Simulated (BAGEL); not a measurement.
# A workflow on C2H9NSi (SMILES CN(C)[SiH3])

We compute a series of 15 runs (B3LYP/def2-SVP, RI-MP2/def2-SVP) of C2H9NSi. 

Program for the calculation: BAGEL 1.2.2.

1 further run of the same task is left out (set aside as unsound or not needed).

**1. Starting point**

The species is C2H9NSi (13 atoms), meant as a singlet with charge 0. As SMILES, `CN(C)[SiH3]`. One bond was lengthened or shortened from a relaxed shape.

Bond lengths: C1–N2 1.442 Å, N2–C3 1.442 Å, N2–Si4 1.717 Å, C1–H5 1.101 Å, C1–H6 1.097 Å, C1–H7 1.092 Å, C3–H8 1.097 Å, C3–H9 1.101 Å, C3–H10 1.092 Å, Si4–H11 1.497 Å, Si4–H12 1.264 Å, Si4–H13 1.487 Å. Some angles: C1–N2–C3 113.7°, C1–N2–Si4 120.9°, C3–N2–Si4 120.9°, N2–C1–H5 112.8°, N2–C1–H6 110.4°, N2–C1–H7 110.5°, N2–C3–H8 110.4°, N2–C3–H9 112.8°, N2–C3–H10 110.5°, N2–Si4–H11 115.3°.

**2. A single-point energy at B3LYP/def2-SVP (density fitting with svp-jkfit) (run 1)**

Input file dft.json:

```json
{ "bagel" : [

{
  "title" : "molecule",
  "basis" : "svp",
  "df_basis" : "svp-jkfit",
  "angstrom" : "true",
  "geometry" : [
    { "atom" : "C", "xyz" : [      -1.074696,       1.025715,      -0.557635 ] },
    { "atom" : "N", "xyz" : [      -0.285596,       0.075615,       0.186665 ] },
    { "atom" : "C", "xyz" : [       1.036004,       0.551015,       0.513465 ] },
    { "atom" : "Si", "xyz" : [      -0.625696,      -1.606185,       0.111665 ] },
    { "atom" : "H", "xyz" : [      -0.637396,       1.266715,      -1.538735 ] },
    { "atom" : "H", "xyz" : [      -1.168796,       1.965715,       0.000365 ] },
    { "atom" : "H", "xyz" : [      -2.081996,       0.637915,      -0.725635 ] },
    { "atom" : "H", "xyz" : [       0.976104,       1.483315,       1.088765 ] },
    { "atom" : "H", "xyz" : [       1.648804,       0.752515,      -0.378635 ] },
    { "atom" : "H", "xyz" : [       1.565804,      -0.182485,       1.125465 ] },
    { "atom" : "H", "xyz" : [      -0.152596,      -2.301085,      -1.127335 ] },
    { "atom" : "H", "xyz" : [      -1.879700,      -1.752300,       0.167000 ] },
    { "atom" : "H", "xyz" : [       0.044304,      -2.260485,       1.266465 ] }
  ]
},

{
  "title" : "ks",
  "xc_func" : "b3lyp"
},

{
  "title" : "print",
  "file" : "orbitals.molden",
  "orbitals" : "true"
}

]}
```

Launch:

```
$ BAGEL_NUM_THREADS=1 BAGEL dft.json > dft.out
```

What it wrote:

```text
* using 1 threads per process

  ===============================================================
  ===============================================================

  *** Geometry ***

  { "atom" : "C", "xyz" : [     -2.030881,      1.938320,     -1.053777 ] },
  { "atom" : "N", "xyz" : [     -0.539698,      0.142892,      0.352746 ] },
  { "atom" : "C", "xyz" : [      1.957764,      1.041267,      0.970308 ] },
[... 9 lines of this table left out ...]
  { "atom" : "H", "xyz" : [      0.083722,     -4.271698,      2.393272 ] },

  Number of auxiliary basis functions:      517

  Since a DF basis is specified, we compute 2- and 3-index integrals:
    o Being stored without compression. Storage requirement is 0.046 GB

  Number of basis functions:      105
  Number of electrons      :       42

    * METHOD: MOLECULE                             0.34

  *** Kohn-Sham DFT ***

    * Removing 25361 points whose weight is below 1.00e-10
    * Grid points: 168417

  === Nuclear Repulsion ===
   181.7465266171

       - DIIS with orbital gradients will be used.

  === KS iteration (b3lyp / svp) ===
      0       -382.76171763          0.18113095           0.76
      1       -394.40426479          0.11271423           0.74
      2       -386.76376305          0.14879196           0.73
[... 15 lines of this table left out ...]
     18       -425.67753124          0.00000000           0.72
    * SCF iteration converged.

    * Permanent dipole moment:
           (    0.000942,    -0.342337,     0.055499) a.u.

    * METHOD: KS                                  15.26

    * METHOD: PRINT                                0.02

  ===============================================================
```

It took 16 s on 1 thread of Arm Neoverse V1, shared host; peak memory 0.76 GiB.

**3. Bond 12-4 at 1.487 A: the energy at RI-MP2/def2-SVP (density fitting with svp-jkfit) (run 2)**

Input file mp2.json:

```json
{ "bagel" : [

{
  "title" : "molecule",
  "basis" : "svp",
  "df_basis" : "svp-jkfit",
  "angstrom" : true,
  "geometry" : [
    { "atom" : "C", "xyz" : [   -0.853407,    1.051499,   -0.567400 ] },
    { "atom" : "N", "xyz" : [   -0.064307,    0.101399,    0.176900 ] },
    { "atom" : "C", "xyz" : [    1.257293,    0.576799,    0.503700 ] },
    { "atom" : "Si", "xyz" : [   -0.404407,   -1.580401,    0.101900 ] },
    { "atom" : "H", "xyz" : [   -0.416107,    1.292499,   -1.548500 ] },
    { "atom" : "H", "xyz" : [   -0.947507,    1.991499,   -0.009400 ] },
    { "atom" : "H", "xyz" : [   -1.860707,    0.663699,   -0.735400 ] },
    { "atom" : "H", "xyz" : [    1.197393,    1.509099,    1.079000 ] },
    { "atom" : "H", "xyz" : [    1.870093,    0.778299,   -0.388400 ] },
    { "atom" : "H", "xyz" : [    1.787093,   -0.156701,    1.115700 ] },
    { "atom" : "H", "xyz" : [    0.068693,   -2.275301,   -1.137100 ] },
    { "atom" : "H", "xyz" : [   -1.879700,   -1.752300,    0.167000 ] },
    { "atom" : "H", "xyz" : [    0.265593,   -2.234701,    1.256700 ] }
  ]
},
{ "title" : "hf" },
{ "title" : "mp2", "ncore" : 8 }

]}
```

Launch:

```
$ BAGEL_NUM_THREADS=1 BAGEL mp2.json > mp2.out
```

What it wrote:

```text
* using 1 threads per process

  ===============================================================
  ===============================================================

  *** Geometry ***

  { "atom" : "C", "xyz" : [     -1.612706,      1.987045,     -1.072231 ] },
  { "atom" : "N", "xyz" : [     -0.121523,      0.191616,      0.334293 ] },
  { "atom" : "C", "xyz" : [      2.375939,      1.089992,      0.951855 ] },
[... 9 lines of this table left out ...]
  { "atom" : "H", "xyz" : [      0.501898,     -4.222973,      2.374819 ] },

[... 23 lines left out ...]
    * SCF iteration converged.
[... 1 line left out ...]
    * Permanent dipole moment:
[... 2 lines left out ...]
    * METHOD: HF                                   1.61

  *** RHF ***

  === Nuclear Repulsion ===
   180.6353226185

      * DIIS with orbital gradients will be used.

  === RHF iteration (svp) ===
      0       -424.16778646          0.00000000           0.11
    * SCF iteration converged.

    * Permanent dipole moment:
           (   -0.130969,    -0.371230,     0.093786) a.u.

  === DF-MP2 calculation ===

    * freezing 8 orbitals
    * 3-index integral transformation done
    * assembly done

      MP2 correlation energy:   -0.5638902016      0.09

      MP2 total energy:       -424.7316766611

    * METHOD: MP2                                  0.34

  ===============================================================
```

Run time: 2.4 s. Hardware: 1 thread of Arm Neoverse V1, shared host; peak memory 0.16 GiB.

Runs 3 to 6 aren't shown in full; the table further down has their settings and results.

**4. Bond 12-4 at 2.007 A: the energy at B3LYP/def2-SVP (density fitting with svp-jkfit) (run 7)**

Input file dft.json:

```json
{ "bagel" : [

{
  "title" : "molecule",
  "basis" : "svp",
  "df_basis" : "svp-jkfit",
  "angstrom" : true,
  "geometry" : [
    { "atom" : "C", "xyz" : [   -0.337000,    1.111670,   -0.590187 ] },
    { "atom" : "N", "xyz" : [    0.452100,    0.161570,    0.154113 ] },
    { "atom" : "C", "xyz" : [    1.773700,    0.636970,    0.480913 ] },
    { "atom" : "Si", "xyz" : [    0.112000,   -1.520230,    0.079113 ] },
    { "atom" : "H", "xyz" : [    0.100300,    1.352670,   -1.571287 ] },
    { "atom" : "H", "xyz" : [   -0.431100,    2.051670,   -0.032187 ] },
    { "atom" : "H", "xyz" : [   -1.344300,    0.723870,   -0.758187 ] },
    { "atom" : "H", "xyz" : [    1.713800,    1.569270,    1.056213 ] },
    { "atom" : "H", "xyz" : [    2.386500,    0.838470,   -0.411187 ] },
    { "atom" : "H", "xyz" : [    2.303500,   -0.096530,    1.092913 ] },
    { "atom" : "H", "xyz" : [    0.585100,   -2.215130,   -1.159887 ] },
    { "atom" : "H", "xyz" : [   -1.879700,   -1.752300,    0.167000 ] },
    { "atom" : "H", "xyz" : [    0.782000,   -2.174530,    1.233913 ] }
  ]
},
{
  "title" : "ks",
  "xc_func" : "b3lyp",
  "charge" : 0
},
{
  "title" : "print",
  "file" : "orbitals.molden",
  "orbitals" : true
}

]}
```

Launch:

```
$ BAGEL_NUM_THREADS=1 BAGEL dft.json > dft.out
```

What it wrote:

```text
* using 1 threads per process

  ===============================================================
  ===============================================================

  *** Geometry ***

  { "atom" : "C", "xyz" : [     -0.636838,      2.100752,     -1.115292 ] },
  { "atom" : "N", "xyz" : [      0.854345,      0.305323,      0.291231 ] },
  { "atom" : "C", "xyz" : [      3.351807,      1.203699,      0.908794 ] },
[... 9 lines of this table left out ...]
  { "atom" : "H", "xyz" : [      1.477766,     -4.109266,      2.331758 ] },

  Number of auxiliary basis functions:      517

  Since a DF basis is specified, we compute 2- and 3-index integrals:
    o Being stored without compression. Storage requirement is 0.046 GB

  Number of basis functions:      105
  Number of electrons      :       42

    * METHOD: MOLECULE                             0.35

  *** Kohn-Sham DFT ***

    * Removing 24682 points whose weight is below 1.00e-10
    * Grid points: 169096

  === Nuclear Repulsion ===
   178.8510566397

       - DIIS with orbital gradients will be used.

  === KS iteration (b3lyp / svp) ===
      0       -383.11217538          0.18023614           0.74
      1       -397.89585789          0.11004825           0.71
      2       -384.83427176          0.19279503           0.71
[... 15 lines of this table left out ...]
     18       -425.65797872          0.00000000           0.73
    * SCF iteration converged.

    * Permanent dipole moment:
           (   -0.485729,    -0.455905,     0.097161) a.u.

    * METHOD: KS                                  15.08

    * METHOD: PRINT                                0.02

  ===============================================================
```

Run time: 16 s. Hardware: 1 thread of Arm Neoverse V1, shared host; peak memory 0.76 GiB.

Runs 8 to 14 aren't shown in full; the table further down has their settings and results.

**5. Bond 12-4 at 4.163 A: a single-point energy at B3LYP/def2-SVP (density fitting with svp-jkfit) (run 15)**

Input file input.json:

```json
{ "bagel": [

{
  "title": "molecule",
  "basis": "svp",
  "df_basis": "svp-jkfit",
  "angstrom": true,
  "geometry": [
    { "atom": "C", "xyz": [    1.802160,    1.360922,   -0.684581 ] },
    { "atom": "N", "xyz": [    2.591260,    0.410822,    0.059719 ] },
    { "atom": "C", "xyz": [    3.912860,    0.886222,    0.386519 ] },
    { "atom": "Si", "xyz": [    2.251160,   -1.270978,   -0.015281 ] },
    { "atom": "H", "xyz": [    2.239460,    1.601922,   -1.665681 ] },
    { "atom": "H", "xyz": [    1.708060,    2.300922,   -0.126581 ] },
    { "atom": "H", "xyz": [    0.794860,    0.973122,   -0.852581 ] },
    { "atom": "H", "xyz": [    3.852960,    1.818522,    0.961819 ] },
    { "atom": "H", "xyz": [    4.525660,    1.087722,   -0.505581 ] },
    { "atom": "H", "xyz": [    4.442660,    0.152722,    0.998519 ] },
    { "atom": "H", "xyz": [    2.724260,   -1.965878,   -1.254281 ] },
    { "atom": "H", "xyz": [   -1.879700,   -1.752300,    0.167000 ] },
    { "atom": "H", "xyz": [    2.921160,   -1.925278,    1.139519 ] }
  ]
},
{ "title": "ks", "xc_func": "b3lyp" },
{ "title": "print", "file": "orbitals.molden", "orbitals": true }

]}
```

Launch:

```
$ BAGEL_NUM_THREADS=1 BAGEL input.json > input.out
```

What it wrote:

```text
* using 1 threads per process

  ===============================================================
  ===============================================================

  *** Geometry ***

  { "atom" : "C", "xyz" : [      3.405589,      2.571770,     -1.293671 ] },
  { "atom" : "N", "xyz" : [      4.896772,      0.776341,      0.112853 ] },
  { "atom" : "C", "xyz" : [      7.394234,      1.674717,      0.730415 ] },
[... 9 lines of this table left out ...]
  { "atom" : "H", "xyz" : [      5.520192,     -3.638248,      2.153379 ] },

  Number of auxiliary basis functions:      517

  Since a DF basis is specified, we compute 2- and 3-index integrals:
    o Being stored without compression. Storage requirement is 0.046 GB

  Number of basis functions:      105
  Number of electrons      :       42

    * METHOD: MOLECULE                             0.34

  *** Kohn-Sham DFT ***

    * Removing 23786 points whose weight is below 1.00e-10
    * Grid points: 169992

  === Nuclear Repulsion ===
   175.5520843074

       - DIIS with orbital gradients will be used.

  === KS iteration (b3lyp / svp) ===
      0       -382.90462809          0.18148764           0.77
      1       -396.85249025          0.10962956           0.74
      2       -385.92969690          0.18885436           0.74
[... 24 lines of this table left out ...]
     27       -425.50865642          0.00000001           0.72
    * SCF iteration converged.

    * Permanent dipole moment:
           (   -1.785992,    -0.833389,     0.213095) a.u.

    * METHOD: KS                                  22.19

    * METHOD: PRINT                                0.02

  ===============================================================
```

Wall time 23 s (1 thread of Arm Neoverse V1, shared host); peak memory 0.77 GiB.

**6. Overview of the runs**

| run | level | frozen core orbitals | partner | energy (Eh) | dipole moment (D) | HOMO energy (eV) | LUMO energy (eV) | wall time |
| --- | --- | --- | --- | --- | --- | --- | --- | --- |
| 1 | B3LYP/def2-SVP (density fitting with svp-jkfit) | – | bond 12-4 at 1.264 A | -425.677531 | 0.88 | -5.99 | 0.91 | 16 s |
| 2 | RI-MP2/def2-SVP (density fitting with svp-jkfit) | 8 | bond 12-4 at 1.487 A | -424.731677 | – | – | – | 2.4 s |
| 3 | B3LYP/def2-SVP (density fitting with svp-jkfit) | – | bond 12-4 at 1.487 A | -425.701684 | 0.99 | -6.04 | 0.85 | 15 s |
| 4 | RI-MP2/def2-SVP (density fitting with svp-jkfit) | 8 | bond 12-4 at 1.710 A | -424.718457 | – | – | – | 2.4 s |
| 5 | B3LYP/def2-SVP (density fitting with svp-jkfit) | – | bond 12-4 at 1.710 A | -425.690429 | 1.23 | -6.12 | 0.66 | 16 s |
| 6 | RI-MP2/def2-SVP (density fitting with svp-jkfit) | 8 | bond 12-4 at 2.007 A | -424.682619 | – | – | – | 2.4 s |
| 7 | B3LYP/def2-SVP (density fitting with svp-jkfit) | – | bond 12-4 at 2.007 A | -425.657979 | 1.71 | -6.22 | -0.29 | 16 s |
| 8 | RI-MP2/def2-SVP (density fitting with svp-jkfit) | 8 | bond 12-4 at 2.379 A | -424.635608 | – | – | – | 2.5 s |
| 9 | B3LYP/def2-SVP (density fitting with svp-jkfit) | – | bond 12-4 at 2.379 A | -425.615141 | 2.42 | -6.32 | -1.62 | 17 s |
| 10 | RI-MP2/def2-SVP (density fitting with svp-jkfit) | 8 | bond 12-4 at 2.825 A | -424.590149 | – | – | – | 2.6 s |
| 11 | B3LYP/def2-SVP (density fitting with svp-jkfit) | – | bond 12-4 at 2.825 A | -425.573472 | 3.26 | -6.18 | -2.72 | 21 s |
| 12 | RI-MP2/def2-SVP (density fitting with svp-jkfit) | 8 | bond 12-4 at 3.419 A | -424.550373 | – | – | – | 2.7 s |
| 13 | B3LYP/def2-SVP (density fitting with svp-jkfit) | – | bond 12-4 at 3.419 A | -425.535729 | 4.19 | -5.74 | -3.56 | 21 s |
| 14 | RI-MP2/def2-SVP (density fitting with svp-jkfit) | 8 | bond 12-4 at 4.163 A | -424.529197 | – | – | – | 2.8 s |
| 15 | B3LYP/def2-SVP (density fitting with svp-jkfit) | – | bond 12-4 at 4.163 A | -425.508656 | 5.04 | -5.38 | -4.09 | 23 s |

**7. Outcome**

| quantity | value |
| --- | --- |
| bond 12-4 at 4.163 A, run 15: total energy | -425.50866 Eh |
| bond 12-4 at 4.163 A, run 15: dipole moment | 5.04 D |
| bond 12-4 at 4.163 A, run 15: HOMO energy | -5.38 eV |
| bond 12-4 at 4.163 A, run 15: LUMO energy | -4.09 eV |
| bond 12-4 at 4.163 A, run 15: HOMO–LUMO gap | 1.29 eV |

What this shows: In runs 10, 11, 12, 13, 14, 15 a closed-shell determinant meets a far-stretched bond, which it describes badly. All runs together took 2.7 min, the longest 23 s.
